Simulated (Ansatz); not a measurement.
# AsH₂ (doublet): the correlation ladder at a displaced geometry (v2), cc-pVTZ

An exercise on one series of results from a longer session: the logs are not shown, and one member is left open.

Program: Ansatz 0.2.0, Gaussian basis. Level of theory: cc-pVTZ, core rule «outside noble gas», up to 14 orbitals frozen. These are calculated values, not measurements.

To be run: UHF; CCSD(T) on ROHF; CCSD(T) on UHF; BCCD(T) on ROHF; CISD; CCSDT(Q) on ROHF; CCSDT(Q) on UHF; CASSCF and MRCISD+Q, 7 electrons in 6 orbitals; CASSCF and NEVPT2, 7 electrons in 6 orbitals.

22 further runs of the same task are left out: 7 that didn't finish, 15 set aside as unsound or not needed.

### The geometry

The geometry is a PBE0/def2-TZVP stationary point (not a proven minimum) with its atoms shifted at random (size 0.100 Å). No spin-orbit coupling is included. The filled d shell of As may be among the frozen orbitals whatever the setting's name suggests; the logs give the count.

3 atoms, charge 0, spin multiplicity 2.

Atoms are counted from 1 here; the program's logs count them from 0.

Bond lengths: As1–H2 1.533 Å, As1–H3 1.515 Å. Angles: H2–As1–H3 90.5°.

The first run:

Contents of in.yaml:

```yaml
crystal:
  periodic: [false, false, false]
  atoms:
    - {symbol: As, position_ang: [0.003316, -0.027898, -0.000197]}
    - {symbol: H, position_ang: [-0.161558, 1.053080, -1.074498]}
    - {symbol: H, position_ang: [-0.084938, 1.020647, 1.089122]}
basis:
  gaussian: {orbitals: cc-pVTZ}
magnetization: {spin_polarized: true, initial_magnetization: 1}
hamiltonian: {xc: hf}
output: {orbitals: {seedname: orbitals}}
```

On the command line:

```bash
$ ansatz run in.yaml --threads 1 --pin off --events-out ev --progress --plain --max-ram 2393MiB
```

Among the steps run: UHF; CCSD(T) on ROHF; CCSD(T) on UHF; BCCD(T) on ROHF; CISD; CCSDT(Q) on ROHF; CCSDT(Q) on UHF; CASSCF and MRCISD+Q, 7 electrons in 6 orbitals; CASSCF and NEVPT2, 7 electrons in 6 orbitals.

One table of the session follows, with a row left open; its other results are not shown here.

```
          method  from UCCSDT(Q) (kcal/mol)
            ROHF                    +100.62
             UHF                          ?
            RMP2                     +18.55
            UMP2                     +18.91
            CISD                      +7.74
           RCCSD                      +3.67
           UCCSD                      +3.51
        RCCSD(T)                      +0.64
        UCCSD(T)                      +0.58
         BCCD(T)                      +0.64
          RCCSDT                      +0.17
          UCCSDT                      +0.09
       RCCSDT(Q)                      +0.08
       UCCSDT(Q)                          0
  CASSCF valence                     +77.75
  NEVPT2 valence                     +18.33
  MRCISD valence                      +4.75
MRCISD+Q valence                      +0.37
```

Estimate the missing values for UHF.

The run gave: from UCCSDT(Q) (kcal/mol): +97.70. In the column «from UCCSDT(Q) (kcal/mol)» it lies between CASSCF valence (+77.75) and ROHF (+100.62).

Among the levels timed on like hardware and quicker than the yardstick, those that no quicker one beats, quickest first: CISD (3.2 s, +7.74 kcal/mol); UCCSD(T) (4.8 s, +0.58 kcal/mol); MRCISD+Q valence (6 s, +0.37 kcal/mol).

To keep in mind: Of the multireference levels listed MRCISD+Q valence comes nearest in total energy (+0.37 kcal/mol), which doesn't show that its space is the better one. Restricted and unrestricted rows rest on different reference determinants; where their highest levels disagree by more than a few hundredths of an eV, they describe different states and don't form one ladder.
